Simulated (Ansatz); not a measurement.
# ZnS: the cost of one run

Method: DFT r²SCAN, frozen-core PAW, scalar-relativistic unless said, in Ansatz 0.2.0.

## Step 1: The system as given

Symmetry: P6_3mc, No. 186, hexagonal system. Conventional cell: a = 3.811 Å, b = 3.811 Å, c = 6.234 Å, α = 90.00°, β = 90.00°, γ = 120.00°. Zn (site symmetry 3m) is surrounded by 4 S at 2.31 to 2.40 Å. S (site symmetry 3m) has 4 Zn at 2.31 to 2.40 Å as nearest neighbours.

As a file:

```cif
data_structure
_symmetry_space_group_name_H-M 'P6_3mc'
_symmetry_Int_Tables_number 186
_cell_length_a 3.8110
_cell_length_b 3.8110
_cell_length_c 6.2340
_cell_angle_alpha 90.000
_cell_angle_beta 90.000
_cell_angle_gamma 120.000
_cell_volume 78.41
loop_
_atom_site_label
_atom_site_type_symbol
_atom_site_symmetry_multiplicity
_atom_site_Wyckoff_symbol
_atom_site_fract_x
_atom_site_fract_y
_atom_site_fract_z
_atom_site_occupancy
Zn1 Zn 2 b 0.33333 0.66667 0.00000 1
S1 S 2 b 0.33333 0.66667 0.38500 1
```

Cartesian axes are those of the input's lattice vectors. The structure goes back to a database entry.

## Step 2: Cell and atoms relaxed, PAW

Contents of input.yaml:

```yaml
crystal:
  lattice:
    - [3.81099999999, 0.0, 0.0]
    - [-1.9055, 3.30042281381, 0.0]
    - [0.0, 0.0, 6.234]
  atoms:
    - { symbol: Zn, position: [0.333333333333, 0.666666666667, 0.0] }
    - { symbol: Zn, position: [0.666666666667, 0.333333333333, 0.5] }
    - { symbol: S, position: [0.333333333333, 0.666666666667, 0.385] }
    - { symbol: S, position: [0.666666666667, 0.333333333333, 0.885] }
kpoints:
  mp_grid: { grid: [12, 12, 6] }
scf:
  occupations: { method: fermi_dirac, width: 0.05 }
hamiltonian:
  xc: r2scan
  pseudopotentials: { kind: paw }
relax:
  f_tol: 0.002
  max_steps: 80
  cell: {}
output:
  forces: true
  stress: true
```

On the command line:

```console
ansatz run input.yaml --threads 1 --pin off --max-ram 3072MiB --backend cpu --events-out ev --progress --plain --runs-dir out
```

**Question.** How long does this run take on 1 thread of Intel Xeon Platinum 8488C (Sapphire Rapids), shared host, and how much memory does it need?

About 72 s, with a peak of 0.62 GiB.
